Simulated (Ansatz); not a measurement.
# Si3P: one candidate structure

Where does Si3P go from the start given, random cell with space group R3 (No. 146)?

Computed with Ansatz 0.2.0 (DFT PBE, scalar-relativistic, plane waves, PAW, unless a step's input says otherwise).

### 1 The starting structure

Symmetry: R3, No. 146, trigonal system. Conventional cell: a = 4.750 Å, b = 4.750 Å, c = 10.712 Å, α = 90.00°, β = 90.00°, γ = 120.00°. Around Si (site symmetry 1) lie 2 Si at 1.71 Å. Around P (site symmetry 3) lie 3 Si at 2.14 Å.

Coordinates:

```
CELL_PARAMETERS angstrom
2.37485 1.37112 3.57057
-2.37485 1.37112 3.57057
0.00000 -2.74224 3.57057
ATOMIC_POSITIONS crystal
Si 0.79497 0.20963 0.00230
Si 0.20963 0.00230 0.79497
Si 0.00230 0.79497 0.20963
P 0.75000 0.75000 0.75000
```

### 2 Coarse relaxation

File input.yaml:

```yaml
crystal:
  lattice:
    - [2.3748465851, 1.3711183152, 3.5705654904]
    - [-2.3748465851, 1.3711183152, 3.5705654904]
    - [0.0, -2.7422366304, 3.5705654904]
  atoms:
    - { symbol: Si, position: [0.7949695428, 0.2096250696, 0.0022973062] }
    - { symbol: Si, position: [0.2096250696, 0.0022973062, 0.7949695428] }
    - { symbol: Si, position: [0.0022973062, 0.7949695428, 0.2096250696] }
    - { symbol: P, position: [0.75, 0.75, 0.75] }
basis:
  ecutwfc: 420
kpoints:
  mp_grid: { grid: [6, 6, 6] }
hamiltonian:
  xc: pbe
scf:
  occupations: { method: gaussian, width: 0.1 }
  lower_state_search: "off"
output:
  forces: true
  stress: true
  eigenvalues: true
relax:
  adjacent_minimum: "off"
  f_tol: 0.04
  max_steps: 70
  cell: { stress_tol: 0.4 }
```

Run with:

```sh
ansatz run input.yaml --threads 1 --pin off --max-ram 2560MiB --backend cpu --events-out ev --progress --plain --runs-dir out
```

Further runs follow: full relaxation.

What does the calculation give?

**Answer**, as computed:

Formation energies count from the elements, computed with the same settings in runs not shown here.

```
                          quantity                                                                       value
               cell (conventional)  a = 5.827 Å, b = 5.827 Å, c = 6.989 Å, α = 90.00°, β = 90.00°, γ = 120.00°
                       space group                                                               R32 (No. 155)
                            volume                                                               17.12 Å³/atom
                   gap on the mesh                                                                none (metal)
formation energy from the elements                                                              +0.422 eV/atom
```

**Reading.** The structure ended in another space group than at the start: R3 to R32. The formation energy of +0.42 eV/atom is positive, so the elements lie lower than this structure; another structure of the compound can lie lower.
